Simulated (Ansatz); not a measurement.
# AlH₇OSi₂: up Jacob's ladder to CCSD(T)

The task here is to estimate one member of a computed series from the others.

The runs use Ansatz 0.2.0, Gaussian basis; functionals in def2-TZVPP, the program's frozen cores in correlated methods.

Plan: PBE-D4, r2SCAN-D4, PBE0-D4, B3LYP-D4, ωB97X-V, ωB97M-V, B2PLYP; CCSD(T)/def2-TZVPP; MP2/def2-QZVPP; extrapolation to the limit.

**The geometry**

The geometry comes from an earlier relaxation with PBE0-D4 in a triple-zeta def2 set; it is a stationary point, not always the lowest conformer.

SMILES `[SiH3][O][AlH][SiH3]`, 11 atoms, charge 0, spin multiplicity 1.

Atoms are counted from 1 here; the program's logs count them from 0.

Bond lengths: Si1–O2 1.625 Å, Si1–H5 1.489 Å, Si1–H6 1.487 Å, Si1–H7 1.487 Å, O2–Al3 1.686 Å, Al3–Si4 2.452 Å, Al3–H8 1.583 Å, Si4–H9 1.490 Å, Si4–H10 1.491 Å, Si4–H11 1.492 Å. Angles: O2–Si1–H5 110.7°, O2–Si1–H6 109.8°, O2–Si1–H7 109.9°, H5–Si1–H6 108.7°, H5–Si1–H7 108.7°, H6–Si1–H7 109.0°, Si1–O2–Al3 164.5°, O2–Al3–Si4 118.0°, O2–Al3–H8 116.8°, Si4–Al3–H8 125.2°, Al3–Si4–H9 112.2°, Al3–Si4–H10 111.5°, Al3–Si4–H11 110.3°, H9–Si4–H10 108.0°, H9–Si4–H11 107.6°, H10–Si4–H11 107.0°.

Geometry (Å):

```xyz
11
AlH7OSi2
Si   -1.5754    1.3250    1.2245
O    -0.5741    0.0502    1.1056
Al    0.5511   -1.0889    0.5768
Si    1.4570   -0.8468   -1.6886
H    -1.4540    2.2040    0.0287
H    -2.9820    0.8539    1.3285
H    -1.2403    2.1195    2.4357
H     0.9251   -2.2473    1.5894
H     1.2657    0.5287   -2.2276
H     2.9139   -1.1610   -1.7318
H     0.7783   -1.7942   -2.6207
```

The first run:

Contents of in.yaml:

```yaml
crystal:
  periodic: [false, false, false]
  atoms:
    - {symbol: Si, position_ang: [-1.575401, 1.325009, 1.224460]}
    - {symbol: O, position_ang: [-0.574139, 0.050168, 1.105621]}
    - {symbol: Al, position_ang: [0.551115, -1.088869, 0.576799]}
    - {symbol: Si, position_ang: [1.457011, -0.846788, -1.688644]}
    - {symbol: H, position_ang: [-1.454030, 2.204037, 0.028699]}
    - {symbol: H, position_ang: [-2.981969, 0.853872, 1.328547]}
    - {symbol: H, position_ang: [-1.240275, 2.119482, 2.435684]}
    - {symbol: H, position_ang: [0.925103, -2.247289, 1.589416]}
    - {symbol: H, position_ang: [1.265727, 0.528736, -2.227570]}
    - {symbol: H, position_ang: [2.913874, -1.161030, -1.731843]}
    - {symbol: H, position_ang: [0.778284, -1.794227, -2.620666]}
basis:
  gaussian: {orbitals: def2-TZVPP}
hamiltonian: {xc: pbe, dispersion: d4}
output: {forces: true, orbitals: {seedname: orbitals}}
```

On the command line:

```sh
> ansatz run in.yaml --threads 4 --pin off --events-out ev --progress --plain --max-ram 10444MiB
```

Among the steps run: PBE-D4 (GGA); r2SCAN-D4 (meta-GGA); PBE0-D4 (hybrid); B3LYP-D4 (hybrid); ωB97X-V (range-separated); ωB97M-V (range-separated); B2PLYP (double hybrid); CCSD(T) in def2-TZVPP; MP2 in def2-QZVPP.

One of the session's tables, all rows but one given; the rest of the session is left out.

```
            method  atomisation energy (eV)
            PBE-D4                   34.692
         r2SCAN-D4                   35.244
           PBE0-D4                   34.551
          B3LYP-D4                   35.180
           ωB97X-V                   35.558
           ωB97M-V                        ?
            B2PLYP                   34.800
     HF/def2-TZVPP                   26.960
    MP2/def2-TZVPP                   34.485
   CCSD/def2-TZVPP                   34.198
CCSD(T)/def2-TZVPP                   34.502
           MP2/CBS                   35.418
       CCSD(T)/CBS                   35.434
```

Estimate the missing values for ωB97M-V.

The run gave: atomisation energy (eV): 35.261. In the column «atomisation energy (eV)» it lies between r2SCAN-D4 (35.244) and MP2/CBS (35.418).
